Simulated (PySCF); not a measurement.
**AlPb: from the state search to spectroscopic constants**

What are the lowest state that PBE0 finds, the bond length, vibrational wavenumber and bond energy of AlPb, and how much do these hang on the method?

The runs use PySCF 2.14.0; Al cc-pV(D+d)Z, Pb cc-pVDZ-PP with ECP60, scalar-relativistic core potentials.

## 1. Input

A driver script around PySCF takes these settings:

| Item | Value |
| --- | --- |
| atoms | Al, Pb |
| charge | 0 |
| basis | Al cc-pV(D+d)Z, Pb cc-pVDZ-PP with ECP60 |
| Hamiltonian | scalar-relativistic core potentials |
| basis functions | 46 |
| electrons treated | 35 |
| masses in u | 26.9815, 207.9766 |
| levels | PBE0, PBE, r²SCAN, TPSSh, LDA, r²SCAN0, HF, MP2, SCS-MP2, CCSD, CCSD(T) |
| grid | 80 radial by 434 angular points |
| occupations | held fixed by the projection of orbital angular momentum |
| dissociation limit | Al + Pb, each in its ground configuration |
| starting distance in angstrom | 2.590 |
| values of 2S to try | 1, 3 |

Launch:

```
OMP_NUM_THREADS=1 python dia.py task.json out
```

After this run come: First curve: PBE0; Other states along the same grid; PBE (GGA); r²SCAN; TPSSh (hybrid meta-GGA); LDA (local density); r²SCAN0 (hybrid meta-GGA); UHF; Correlated methods on the Hartree–Fock reference.

Before running it: what results should come out? Wanted: for each run, Re; ωe; De; μ.

As calculated:

Lowest PBE0 solution found, without spin–orbit coupling: ⁴Σ⁻ (quartet), unpaired electrons σ ↑, π ↑↑. State 2 has its PBE0 minimum 0.31 eV higher, as a spin-mixed determinant (⟨S²⟩ = 1.77), so this is no gap between pure states. State 3 has its PBE0 minimum 0.36 eV higher, as a spin-mixed determinant (⟨S²⟩ = 1.76), so this is no gap between pure states. State 4 has its PBE0 minimum 0.92 eV higher. The other levels ran on the lowest alone.

| level | Re (Å) | ωe (cm⁻¹) | De (eV) | μ (D) |
| --- | --- | --- | --- | --- |
| UHF | 2.794 | 221.3 | 1.22 | -1.70 |
| UHF-MP2 | 2.723 | 252.4 | 1.83 | n/a |
| UHF-SCS-MP2 | 2.729 | 248.1 | 1.62 | n/a |
| UHF-CCSD | 2.753 | 241.8 | 1.71 | n/a |
| UHF-CCSD(T) | 2.750 | 243.3 | 1.81 | n/a |
| LDA | 2.695 | 250.2 | 2.66 | -0.39 |
| PBE | 2.744 | 236.4 | 2.25 | -0.17 |
| r²SCAN | 2.724 | 244.1 | 2.22 | -0.45 |
| TPSSh | 2.720 | 245.4 | 2.11 | -0.21 |
| PBE0 | 2.717 | 247.4 | 2.11 | -0.44 |
| r²SCAN0 | 2.709 | 250.6 | 2.11 | -0.72 |

De is counted to Al + Pb in their ground configurations. A positive dipole means Al(−)Pb(+).

Differences from CCSD(T) in the same basis:

| level | Re (mÅ) | ωe (%) |
| --- | --- | --- |
| UHF | +43 | -9.0 |
| UHF-MP2 | -27 | +3.8 |
| UHF-SCS-MP2 | -21 | +2.0 |
| UHF-CCSD | +3 | -0.6 |
| LDA | -55 | +2.8 |
| PBE | -6 | -2.8 |
| r²SCAN | -26 | +0.3 |
| TPSSh | -30 | +0.9 |
| PBE0 | -33 | +1.7 |
| r²SCAN0 | -41 | +3.0 |

Against CCSD(T) in the same basis, the bond length is nearest at UHF-CCSD (+3 mÅ) and farthest at LDA (-55 mÅ); the wavenumber is nearest at r²SCAN (+0.3 %) and farthest at UHF (-9.0 %). CCSD(T) in a basis this small is itself some way from its limit, more so than the functionals. Of the levels with a De here, UHF gives the least (1.22 eV) and LDA the most (2.66 eV).

Correlated steps freeze 9 core orbitals. Spin–orbit coupling is left out, which matters for elements this heavy, above all for dissociation energies. With spin–orbit coupling the term label itself may not hold.
